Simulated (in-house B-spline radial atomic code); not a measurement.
# Tb⁶⁰⁺: parity violation, electron EDM and field shifts

Aim: for Tb⁶⁰⁺, one electron outside the core [He] 2s2, the dipole amplitudes that the weak charge of the nucleus induces, the enhancement of an electron EDM and the field-shift constants, at three levels.

Program: an in-house B-spline radial atomic code, version 1. Level of theory: Dirac-Hartree-Fock, RPA and Brueckner orbitals, sums over states, B-spline basis. These are calculated values, not measurements, unless marked.

## 1. The atom as given

| Property | Result |
| --- | --- |
| element | terbium (Z = 65) |
| charge | +60 |
| closed core | [He] 2s2 |
| nucleus | mass number 159, rms radius 5.060 fm |

## 2. The run and its levels

The run's settings:

```ini
basis_form = 2
Z = 65
core_configuration = [He] 2s2
rms_radius = 5.06
mass_number = 159
speed_of_light = 137.035999084
box_radius = 1.148
lmax = 6
intervals = 53
virtual_cutoff = 8450.0
```

Launch:

```console
> python run_mb.py task.json out
```

The runs that follow: Parity-violating amplitudes; Electron EDM and scalar-pseudoscalar coupling; Field shifts.

What does the calculation give? Wanted: E1; EDM enhancement, 3s1/2; atomic EDM per C_SP and nucleon, 3s1/2; field shift, 3s1/2.

**Answer**, as computed:

```
                               quantity                   value
E1 (4s1/2 – 3s1/2) per unit weak charge  0.01430 × 10⁻¹¹ e bohr
                 EDM enhancement, 3s1/2                   340.3
 atomic EDM per C_SP and nucleon, 3s1/2     -1.692 × 10⁻²⁰ e cm
                     field shift, 3s1/2            3643 GHz/fm²
```

**Reading.** The 4s1/2 – 3s1/2 amplitude changes by +9.0 % from DHF to RPA and by -0.56 % more on Brueckner orbitals. The EDM enhancement of 3s1/2 is 340, so in that state the EDM exceeds the electron's own. It is not the lowest valence state computed (2p1/2). These effects come from s and p1/2 electrons at the nucleus and grow steeply with Z. 2p3/2 has no density at the nucleus, so its DHF field shift is near zero; the RPA value, -397 GHz/fm², comes from the core's response and has the opposite sign to that of the s states. Breit, QED, the neutron skin and higher orders are left out.
